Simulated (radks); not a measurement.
# Dipole-allowed lines with 12 electrons: Co¹⁵⁺, Ni¹⁶⁺, Cu¹⁷⁺, Zn¹⁸⁺, Ga¹⁹⁺, Ge²⁰⁺

The task here is to estimate one member of a computed series from the others.

The numbers are computed with radks (a radial shooting solver on a logarithmic mesh, Libxc functionals) version 1 (non-relativistic Kohn-Sham, LB94 model potential, spin-unpolarised, spherical densities, point nucleus), except any that are marked as measured or tabulated.

## Starting point

| Quantity | Value |
| --- | --- |
| species | Co¹⁵⁺ ([Ne] 3s2), Ni¹⁶⁺ ([Ne] 3s2), Cu¹⁷⁺ ([Ne] 3s2), Zn¹⁸⁺ ([Ne] 3s2), Ga¹⁹⁺ ([Ne] 3s2), Ge²⁰⁺ ([Ne] 3s2) |

LB94 adds a gradient term to the LDA potential that gives it a −1/r tail. It is a model potential with no energy functional, so Etot and Exc are not given.

The first run:

Settings of this run:

```text
Z 27
configuration [Ne] 3s2 3p0 4s0 3d0 4f0
relativity non-relativistic
functional lda,pw
model_potential LB94
spin unpolarised
nucleus point
response adiabatic LDA kernel, real frequencies
```

Launch:

```bash
python run_ks.py task.json out
```

This one command runs every case of the session in turn.

Among the steps run: Co¹⁵⁺, [Ne] 3s2; Ni¹⁶⁺, [Ne] 3s2; Cu¹⁷⁺, [Ne] 3s2; Zn¹⁸⁺, [Ne] 3s2; Ga¹⁹⁺, [Ne] 3s2; Ge²⁰⁺, [Ne] 3s2.

One table of the session follows, with a row left open; its other results are not shown here.

```
species  −ε(HOMO) (eV)  first line (eV)  strongest line (eV)  static α (bohr³)
  Co¹⁵⁺         509.20           43.290               43.290            0.2773
  Ni¹⁶⁺              ?                ?                    ?                 ?
  Cu¹⁷⁺         628.00           48.207               48.207            0.2054
  Zn¹⁸⁺         691.95           50.663               50.663            0.1787
  Ga¹⁹⁺         758.93           53.115               53.115            0.1564
  Ge²⁰⁺         828.93           55.567               405.97            0.1377
```

**Question.** Estimate the row for Ni¹⁶⁺.

**Answer.** −ε(HOMO) (eV): 567.09; first line (eV): 45.750; strongest line (eV): 45.750; static α (bohr³): 0.2377. In the column «−ε(HOMO) (eV)» it lies between Co¹⁵⁺ (509.20) and Cu¹⁷⁺ (628.00).

Very weak lines can be missed, and lines above minus the highest eigenvalue dissolve into this model's continuum.
